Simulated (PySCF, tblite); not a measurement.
# C₅H₁₃NO₂Si: geometry, infrared bands and NMR shifts

Aim: predict the infrared bands and NMR shifts of C₅H₁₃NO₂Si (`CCO[SiH2]N(C)C(C)=O`).

The runs use tblite 0.8.0 and PySCF 2.14.0, with density-fitted response routines of our own; the level of theory stands in each step. All values are computed, except where a source is named. Atoms count from 0, in the outputs and in this text.

## 1. Starting geometry

22 atoms, charge 0, multiplicity 1; geometry from: force field or distance geometry start.

Bonds of the start (Å): C0–C1 1.50, C1–O2 1.39, O2–Si3 1.71, Si3–N4 1.79, N4–C5 1.43, N4–C6 1.42, C6–C7 1.46, C6–O8 1.28, C0–H9 1.12, C0–H10 1.10, C0–H11 1.10, C1–H12 1.12, C1–H13 1.09, Si3–H14 1.48, Si3–H15 1.47, C5–H16 1.13, C5–H17 1.11, C5–H18 1.10, C7–H19 1.12, C7–H20 1.10, C7–H21 1.13.

## 2. Geometry optimisation with GFN2-xTB

Job settings and geometry (Å):

```
{"job": {"kind": "relax", "xc": "GFN2-xTB", "basis": "xTB"}, "charge": 0, "multiplicity": 1}
C      3.753300     0.188700     0.668400
C      2.485900    -0.373700     0.101700
O      1.478100    -0.606500     1.029300
Si     0.086000    -1.245300     0.277400
N     -1.194900    -0.026700    -0.030800
C     -1.030000     1.348500     0.305600
C     -2.376700    -0.506800    -0.661800
C     -3.524100     0.330900    -0.998700
O     -2.390900    -1.759400    -0.911600
H      4.633000    -0.387300     0.292400
H      3.889700     1.224900     0.310300
H      3.791700     0.231500     1.769400
H      2.712800    -1.384700    -0.326000
H      2.110500     0.229200    -0.731600
H     -0.571000    -2.315700     1.058900
H      0.545100    -1.740800    -1.026100
H     -0.344700     1.390100     1.207300
H     -0.510700     1.961000    -0.459000
H     -1.943100     1.888400     0.579900
H     -3.695000     0.308400    -2.102100
H     -3.486200     1.375000    -0.658700
H     -4.429200    -0.110400    -0.496600
```

Run with:

```console
$ OMP_NUM_THREADS=1 python probes_run.py task.json out
```

This one command runs all jobs of the session in turn.

**Question.** This job is followed by: GFN2-xTB harmonic vibrations, gas phase; GIAO PBE0/pcSseg-1 NMR shielding, non-relativistic, gas phase. What will the session give for the following? strongest single infrared mode (GFN2-xTB); zero-point energy (GFN2-xTB); 13C shifts against TMS (PBE0/pcSseg-1); 1H shifts against TMS (PBE0/pcSseg-1, means over atoms taken as alike); 17O shifts against H2O (PBE0/pcSseg-1); 29Si shifts against TMS (PBE0/pcSseg-1); 15N shifts against NH3 (PBE0/pcSseg-1).

As calculated:

| quantity | value |
| --- | --- |
| strongest single infrared mode (GFN2-xTB) | 1669 cm⁻¹, 471 km/mol |
| zero-point energy (GFN2-xTB) | 111.1 kcal/mol |
| 13C shifts against TMS (PBE0/pcSseg-1) | 182.5, 62.8, 30.2, 22.1, 20.8 ppm |
| 1H shifts against TMS (PBE0/pcSseg-1, means over atoms taken as alike) | 5.06, 4.17, 2.86, 2.05, 1.34 ppm |
| 17O shifts against H2O (PBE0/pcSseg-1) | 423.0, 46.9 ppm |
| 29Si shifts against TMS (PBE0/pcSseg-1) | -51.2 ppm |
| 15N shifts against NH3 (PBE0/pcSseg-1) | 127.9 ppm |

What this shows: Over 265 steps the energy fell by 1.319 eV; of the close pairs, N4–C6 changed most, 1.423 to 1.337 Å. No mode is imaginary among the 60: a minimum at this level. The strongest single mode, at 1669 cm⁻¹, moves mainly C6 and O8. GFN2-xTB is a fitted tight-binding method: band positions and strengths are rough. Its intensities can rank the bands wrongly. At PBE0/pcSseg-1: Shielding is most anisotropic at O8 (span 565 ppm, paramagnetic term -494 ppm).
